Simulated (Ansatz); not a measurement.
**ClFGeH₄OSi: one species, many methods**

The task here is to estimate one member of a computed series from the others.

The runs use Ansatz 0.2.0, Gaussian basis; functionals in def2-TZVPP, the program's frozen cores in correlated methods.

Levels to be run: LDA (SPW92), PBE-D4, revPBE-D4, BLYP-D4, r2SCAN-D4, B97M-V, PBE0-D4, B3LYP-D4, r2SCANh-D4, r2SCAN0-D4, HSE06-D4, BHLYP-D4, CAM-B3LYP-D4, LC-ωPBE, ωB97X-V, ωB97M-V, B2PLYP, PBE-QIDH; CCSD(T)/def2-SVP; CCSD(T)/def2-TZVPP; MP2/def2-QZVPP; extrapolation to the limit; RPA on PBE.

## Structure used throughout

An earlier PBE0-D4 in a triple-zeta def2 set relaxation fixed the geometry.

SMILES `F[SiH2][O][GeH2][Cl]`, 9 atoms, charge 0, spin multiplicity 1.

Atoms are counted from 1 here; the program's logs count them from 0.

Bond lengths: F1–Si2 1.597 Å, Si2–O3 1.623 Å, Si2–H6 1.477 Å, Si2–H7 1.479 Å, O3–Ge4 1.763 Å, Ge4–Cl5 2.146 Å, Ge4–H8 1.529 Å, Ge4–H9 1.528 Å. Angles: F1–Si2–O3 109.6°, F1–Si2–H6 107.9°, F1–Si2–H7 106.9°, O3–Si2–H6 107.7°, O3–Si2–H7 111.5°, H6–Si2–H7 113.1°, Si2–O3–Ge4 137.7°, O3–Ge4–Cl5 107.7°, O3–Ge4–H8 109.1°, O3–Ge4–H9 106.7°, Cl5–Ge4–H8 108.1°, Cl5–Ge4–H9 108.6°, H8–Ge4–H9 116.3°.

Set-up of the first run:

in.yaml reads:

```yaml
crystal:
  periodic: [false, false, false]
  atoms:
    - {symbol: F, position_ang: [-1.920727, 1.225275, 0.372356]}
    - {symbol: Si, position_ang: [-0.435957, 1.151470, 0.955411]}
    - {symbol: O, position_ang: [0.199988, -0.308902, 0.645088]}
    - {symbol: Ge, position_ang: [0.497346, -1.329832, -0.761584]}
    - {symbol: Cl, position_ang: [1.006067, -0.046404, -2.405197]}
    - {symbol: H, position_ang: [-0.516886, 1.303087, 2.422452]}
    - {symbol: H, position_ang: [0.337296, 2.229281, 0.302400]}
    - {symbol: H, position_ang: [-0.789261, -2.074422, -1.120550]}
    - {symbol: H, position_ang: [1.710535, -2.195850, -0.427376]}
basis:
  gaussian: {orbitals: def2-TZVPP}
hamiltonian: {xc: lda}
output: {orbitals: {seedname: orbitals}}
```

Among the steps run: LDA; PBE-D4 (GGA); revPBE-D4 (GGA); BLYP-D4 (GGA); r2SCAN-D4 (meta-GGA); B97M-V (meta-GGA); PBE0-D4 (hybrid); B3LYP-D4 (hybrid); r2SCANh-D4 (hybrid); r2SCAN0-D4 (hybrid); HSE06-D4 (hybrid); BHLYP-D4 (hybrid); CAM-B3LYP-D4 (range-separated); LC-ωPBE (range-separated); ωB97X-V (range-separated); ωB97M-V (range-separated); B2PLYP (double hybrid); PBE-QIDH (double hybrid).

One of the session's tables, all rows but one given; the rest of the session is left out.

It belongs to the step «Orbital energies across the functionals». 

| functional | HOMO (eV) | gap (eV) |
| --- | --- | --- |
| LDA (SPW92) | -7.68 | 6.22 |
| PBE-D4 | -7.60 | 6.41 |
| revPBE-D4 | -7.56 | 6.48 |
| BLYP-D4 | -7.50 | 6.36 |
| r2SCAN-D4 | -7.98 | 7.13 |
| B97M-V | -8.08 | 7.14 |
| PBE0-D4 | -9.04 | 8.85 |
| B3LYP-D4 | -8.80 | 8.29 |
| r2SCANh-D4 | -8.50 | 8.01 |
| r2SCAN0-D4 | -9.29 | 9.30 |
| HSE06-D4 | -8.64 | 8.07 |
| BHLYP-D4 | ? | ? |
| CAM-B3LYP-D4 | -10.43 | 11.25 |
| LC-ωPBE | -11.81 | 13.91 |
| ωB97X-V | -11.47 | 13.43 |
| ωB97M-V | -11.30 | 13.04 |

**Question.** Estimate the row for BHLYP-D4.

Worked estimate for «HOMO (eV)». Against the share of exact exchange, BLYP-D4 (0, -7.50), B3LYP-D4 (0.2, -8.80) give a slope of -6.50 per unit share; at 0.5 the line stands at -10.75.

As computed: HOMO (eV): -10.34; gap (eV): 11.11. In «HOMO (eV)» the line misses by -0.41.
